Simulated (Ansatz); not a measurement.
Consider a ranking of structure types by relaxed energy of HfBe2 on several prototypes (the Ansatz DFT code, driven from Python).

Script `prototypes_hfbe2.py`:
```python
# -*- coding: utf-8 -*-
import warnings

import ansatz as az
import numpy as np


def alb2(first, second, a):
    return (
        az.Lattice.from_parameters(a, a, 1.1 * a, alpha=90, beta=90, gamma=120)
        .space_group(191)
        .atom(first, (0, 0, 0))
        .atom(second, (1 / 3, 2 / 3, 0.5))
    )


def fluorite(first, second, a):
    return (
        az.Lattice.fcc(a)
        .space_group(225)
        .atom(first, (0, 0, 0))
        .atom(second, (0.25, 0.25, 0.25))
        .primitive()
    )


def rutile(a_site, b_site, a):
    return (
        az.Lattice.from_parameters(a, a, 0.65 * a, alpha=90, beta=90, gamma=90)
        .space_group(136)
        .atom(a_site, (0, 0, 0))
        .atom(b_site, (0.305, 0.305, 0))
    )


def run_phase(name, crystal, relax=True):
    calc = (
        crystal.calculation()
        .functional('PBEsol')
        .basis(520)
        .kpoints(spacing=0.33)
        .occupations('fermi_dirac', width=0.05)
        .stress()
        .band_table()
    )
    if relax:
        calc = calc.relax(force_tolerance=0.03, cell=True)
    return calc.run(threads=1)

def bulk_modulus(name, outcome, step=0.01):
    # B = -V dP/dV from the pressures of two uniformly scaled cells, atoms held at their fractions
    pressure = []
    for factor in (1 - step, 1.0, 1 + step):
        cell = az.Crystal(lattice=az.Lattice.of(outcome.lattice.cell_ang * factor ** (1 / 3)))
        for site in outcome.report['lattice']['sites']:
            cell = cell.atom(site['symbol'], site['position_frac'])
        pressure.append(np.trace(run_phase(name, cell, relax=False).report['stress_gpa']) / 3)
    slope, bend = (pressure[0] - pressure[2]) / (2 * step), abs(pressure[0] + pressure[2] - 2 * pressure[1])
    # a jump of mesh or basis between the cells shows as a kink: no modulus then
    return float(slope) if bend < 12 * step**2 * abs(slope) + 0.15 and abs(pressure[1]) < 1.5 else float('nan')

def relaxed_twice(name, crystal):
    # the second pass draws mesh and plane waves anew for the relaxed cell
    first = run_phase(name, crystal)
    again = az.Crystal(lattice=az.Lattice.of(first.lattice.cell_ang))
    for site in first.report['lattice']['sites']:
        again = again.atom(site['symbol'], site['position_frac'])
    return run_phase(name, again)


def pressure_gpa(outcome):
    return float(np.trace(outcome.report['stress_gpa']) / 3)


def volume_per_atom(outcome):
    return abs(np.linalg.det(outcome.lattice.cell_ang)) / len(outcome.lattice.sites)

warnings.simplefilter('ignore', az.DeckWarning)

phases = {}
phases['AlB2'] = alb2('Hf', 'Be', 3.45)
phases['fluorite'] = fluorite('Hf', 'Be', 5.49)
phases['rutile'] = rutile('Hf', 'Be', 5.16)

done = {}
for name, crystal in phases.items():
    try:
        done[name] = relaxed_twice(name, crystal)
    except az.NonConvergedError as error:
        print(name, 'did not converge:', str(error)[:120])

energy = {name: o.report['energy_sigma0_ev'] / len(o.lattice.sites) for name, o in done.items()}
lowest = min(energy.values())
rows = [(name, len(o.lattice.sites), 1000 * (energy[name] - lowest), pressure_gpa(o), volume_per_atom(o), bulk_modulus(name, o)) for name, o in done.items()]
rows.sort(key=lambda row: row[2])
print('     phase       atoms  dE (meV/atom)     P (GPa)  V (A^3/atom)     B (GPa)')
for row in rows:
    print(f'{str(row[0]):>10}  {row[1]:10d}  {row[2]:13.1f}  {row[3]:10.2f}  {row[4]:12.3f}  {row[5]:10.0f}')
```

Which of these structures comes out lowest, and how far apart are they?

By space group at the end of each run: P6/mmm (+0 meV an atom, 12.8 Å³), Fm-3m (+1095 meV an atom, 15.8 Å³) and P4_2/mnm (+1342 meV an atom, 16.7 Å³).

What the script printed:

```console
$ python prototypes_hfbe2.py
     phase       atoms  dE (meV/atom)     P (GPa)  V (A^3/atom)     B (GPa)
      AlB2           3            0.0        0.01        12.841         131
  fluorite           3         1092.5       -0.00        15.903          80
    rutile           6         1336.1       -0.03        16.654          72
```

Spin is left out of this run. For the metals among these phases the mesh is modest: differences between phases can be off by up to 40 meV an atom. Pressure is positive in compression. Spin-orbit coupling, which matters for elements this heavy, is left out. The cells are built on prototypes, so most aren't the phase found in nature. Rows bear the name of their start, and a relaxation keeps or raises the symmetry. Differences under about 40 meV an atom lie within the error of mesh and functional. The whole script took 2.9 min on 1 thread of Arm Neoverse V2, with other jobs on the host, peak memory 0.52 GiB.

(A comment or docstring line of the script was reworded after the run, the code is as it ran; lines on the test bed's own set-up are left out of the output.)
